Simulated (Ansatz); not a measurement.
# C5HAlF8O2: how energies converge with the basis set

One table from this session's results is given with a row withheld; the runs are named, their logs left out.

Program: Ansatz 0.2.0, Gaussian basis. Level of theory: one geometry, several basis sets. These are calculated values, not measurements.

Levels to be run: PBE0-D4/def2-SVP; ωB97M-V/def2-SVP; PBE0-D4/def2-QZVPP; ωB97M-V/def2-QZVPP; the functionals' def2-TZVPP values are taken from earlier runs.

### The geometry

All runs share one geometry, relaxed beforehand with PBE0-D4 in a triple-zeta def2 set.

SMILES `FC(F)(F)C1=CC(C(F)(F)F)=[O+][Al-]([F])([F])[O]1`, 17 atoms, charge 0, spin multiplicity 1.

Atoms are counted from 1 here; the program's logs count them from 0.

Bond lengths: F1–C2 1.317 Å, C2–F3 1.334 Å, C2–F4 1.334 Å, C2–C5 1.538 Å, C5–C6 1.387 Å, C5–O16 1.260 Å, C6–C7 1.387 Å, C6–H17 1.080 Å, C7–C8 1.538 Å, C7–O12 1.260 Å, C8–F9 1.334 Å, C8–F10 1.334 Å, C8–F11 1.317 Å, O12–Al13 1.819 Å, Al13–F14 1.640 Å, Al13–F15 1.640 Å, Al13–O16 1.819 Å. Angles: F1–C2–F3 108.9°, F1–C2–F4 108.9°, F1–C2–C5 111.6°, F3–C2–F4 108.0°, F3–C2–C5 109.7°, F4–C2–C5 109.7°, C2–C5–C6 117.8°, C2–C5–O16 115.9°, C6–C5–O16 126.3°, C5–C6–C7 120.2°, C5–C6–H17 119.9°, C7–C6–H17 119.9°, C6–C7–C8 117.8°, C6–C7–O12 126.3°, C8–C7–O12 115.9°, C7–C8–F9 109.7°, C7–C8–F10 109.7°, C7–C8–F11 111.6° and more.

Set-up of the first run:

The input, in.yaml:

```yaml
crystal:
  periodic: [false, false, false]
  atoms:
    - {symbol: F, position_ang: [-2.495690, 2.336440, -1.022733]}
    - {symbol: C, position_ang: [-1.554273, 2.145388, -0.121407]}
    - {symbol: F, position_ang: [-2.105223, 2.177397, 1.092829]}
    - {symbol: F, position_ang: [-0.671275, 3.141872, -0.200444]}
    - {symbol: C, position_ang: [-0.837071, 0.800684, -0.328851]}
    - {symbol: C, position_ang: [0.183045, 0.469034, 0.551114]}
    - {symbol: C, position_ang: [0.864117, -0.731476, 0.410091]}
    - {symbol: C, position_ang: [1.985777, -1.042111, 1.415592]}
    - {symbol: F, position_ang: [1.489446, -1.049968, 2.653529]}
    - {symbol: F, position_ang: [2.920853, -0.093153, 1.351774]}
    - {symbol: F, position_ang: [2.544909, -2.209709, 1.172199]}
    - {symbol: O, position_ang: [0.656713, -1.608328, -0.470763]}
    - {symbol: Al, position_ang: [-0.595431, -1.523022, -1.787104]}
    - {symbol: F, position_ang: [-1.739959, -2.667906, -1.525766]}
    - {symbol: F, position_ang: [0.150348, -1.396525, -3.242008]}
    - {symbol: O, position_ang: [-1.244311, 0.103636, -1.296360]}
    - {symbol: H, position_ang: [0.448035, 1.147727, 1.348298]}
basis:
  gaussian: {orbitals: def2-SVP}
hamiltonian: {xc: pbe0, dispersion: d4}
output: {orbitals: {seedname: orbitals}}
```

Run with:

```console
$ ansatz run in.yaml --threads 11 --pin off --events-out ev --progress --plain --max-ram 120832MiB --backend cpu
```

Among the steps run: PBE0-D4 in def2-SVP; ωB97M-V in def2-SVP; PBE0-D4 in def2-QZVPP; ωB97M-V in def2-QZVPP.

One table of the session follows, with a row left open; its other results are not shown here.

It belongs to the step «Functionals by basis». 

```
functional       basis  HOMO (eV)  LUMO (eV)
   PBE0-D4    def2-SVP      -9.13      -3.83
   PBE0-D4  def2-TZVPP          ?          ?
   PBE0-D4  def2-QZVPP      -9.15      -3.89
   ωB97M-V    def2-SVP     -11.22      -1.64
   ωB97M-V  def2-TZVPP     -11.23      -1.70
   ωB97M-V  def2-QZVPP     -11.26      -1.74
```

Q: Estimate the row for PBE0-D4, def2-TZVPP from the others.

As computed: HOMO (eV): -9.11; LUMO (eV): -3.85. In the column «HOMO (eV)» it is the highest.
